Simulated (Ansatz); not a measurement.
A run of Ansatz 0.2.0 is set up as follows.

The input input.yaml:

```yaml
crystal:
  lattice:
    - [3.94691, 0.0, 0.0]
    - [0.0, 3.94691, 0.0]
    - [0.0, 0.0, 3.94691]
  atoms:
    - { symbol: Pd, position: [-0.000755, 0.000467, 0.002164] }
    - { symbol: Al, position: [0.486371, 0.4926, 0.020237] }
    - { symbol: Al, position: [0.48967, 0.004596, 0.498739] }
    - { symbol: Al, position: [-0.002578, 0.503416, 0.503143] }
hamiltonian:
  xc: pbe
  pseudopotentials: { kind: paw }
kpoints:
  mp_grid: { grid: [7, 7, 7] }
scf:
  occupations: { method: fermi_dirac, width: 0.05 }
output:
  forces: true
  stress: true
  eigenvalues: true
```

Potentials or basis: Ansatz PAW.

Launch:

```bash
$ ansatz run input.yaml --threads 2 --pin off --max-ram 5120MiB --backend cpu --events-out ev --progress --plain --runs-dir out
```

**Question.** What does it give for the band gap on the k mesh?

**Answer.** None (metal or under the smearing width).

**Question.** Predict the largest force.

**Answer.** 0.555 eV/Å.

Stress tensor (GPa, compression positive):
```
 1.55  0.07 -0.11
 0.07  1.68 -0.19
-0.11 -0.19  1.70
```
